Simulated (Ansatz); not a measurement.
# Ge2Sb2Te5 (Ge2Sb2Te5): the cost of one run

Computed with Ansatz 0.2.0 (DFT PBE, scalar-relativistic, plane waves, PAW, unless a step's input says otherwise).

## (1) The structure to begin with

It takes space group P-3m1 (No. 164, trigonal). Conventional cell: a = 4.265 Å, b = 4.265 Å, c = 17.999 Å, α = 90.00°, β = 90.00°, γ = 120.00°. Ge (site symmetry 3m) is surrounded by 6 Te at 2.84 to 3.30 Å. Around Sb (site symmetry 3m) lie 6 Te at 3.02 to 3.19 Å. Te (site symmetry -3m) has 6 Sb at 3.19 Å in its first shell of neighbours. Around Te (site symmetry 3m) lie 3 Sb at 3.02 Å and 3 Ge at 3.30 Å. Te (site symmetry 3m) has 3 Ge at 2.84 Å in its first shell of neighbours.

As a file:

```cif
data_structure
_symmetry_space_group_name_H-M 'P-3m1'
_symmetry_Int_Tables_number 164
_cell_length_a 4.2648
_cell_length_b 4.2648
_cell_length_c 17.9991
_cell_angle_alpha 90.000
_cell_angle_beta 90.000
_cell_angle_gamma 120.000
_cell_volume 283.52
loop_
_atom_site_label
_atom_site_type_symbol
_atom_site_symmetry_multiplicity
_atom_site_Wyckoff_symbol
_atom_site_fract_x
_atom_site_fract_y
_atom_site_fract_z
_atom_site_occupancy
Ge1 Ge 2 c 0.00000 0.00000 0.33225 1
Sb1 Sb 2 d 0.33333 0.66667 0.11266 1
Te1 Te 1 a 0.00000 0.00000 0.00000 1
Te2 Te 2 d 0.33333 0.66667 0.79011 1
Te3 Te 2 d 0.33333 0.66667 0.41104 1
```

The structure rests on an entry of the Materials Project (structure only); cell or positions may have been set otherwise for this series.

## (2) Relaxing cell and atoms: Ge2Sb2Te5 (Ge2Sb2Te5), no spin

File input.yaml:

```yaml
crystal:
  lattice:
    - [4.2648321257, 0.0, 0.0]
    - [-2.1324160628, 3.6934529637, 0.0]
    - [0.0, 0.0, 17.999105]
  atoms:
    - { symbol: Ge, position: [0.0, 0.0, 0.332252] }
    - { symbol: Ge, position: [0.0, 0.0, 0.667748] }
    - { symbol: Sb, position: [0.33333333, 0.66666667, 0.112658] }
    - { symbol: Sb, position: [0.66666667, 0.33333333, 0.887342] }
    - { symbol: Te, position: [0.0, 0.0, 0.0] }
    - { symbol: Te, position: [0.33333333, 0.66666667, 0.790108] }
    - { symbol: Te, position: [0.66666667, 0.33333333, 0.209892] }
    - { symbol: Te, position: [0.33333333, 0.66666667, 0.411045] }
    - { symbol: Te, position: [0.66666667, 0.33333333, 0.588955] }
scf:
  occupations: { method: gaussian, width: 0.05 }
output:
  forces: true
  stress: true
  eigenvalues: true
  write_density: true
  write_potential: true
  elf: true
  volumetric_format: npy
hamiltonian:
  xc: pbe
kpoints:
  mp_grid: { grid: [10, 10, 4] }
basis:
  ecutwfc: 420
relax:
  f_tol: 0.002
  max_steps: 100
  cell: { stress_tol: 0.02 }
```

Started as:

```console
$ ansatz run input.yaml --threads 4 --pin off --max-ram 9216MiB --backend cpu --events-out ev --progress --plain --runs-dir out
```

What time and memory should one allow on 4 threads of Intel Xeon Platinum 8259CL at 2.50GHz (Skylake/Cascade Lake), shared host?

About 2.3 min, with a peak of 1.4 GiB.
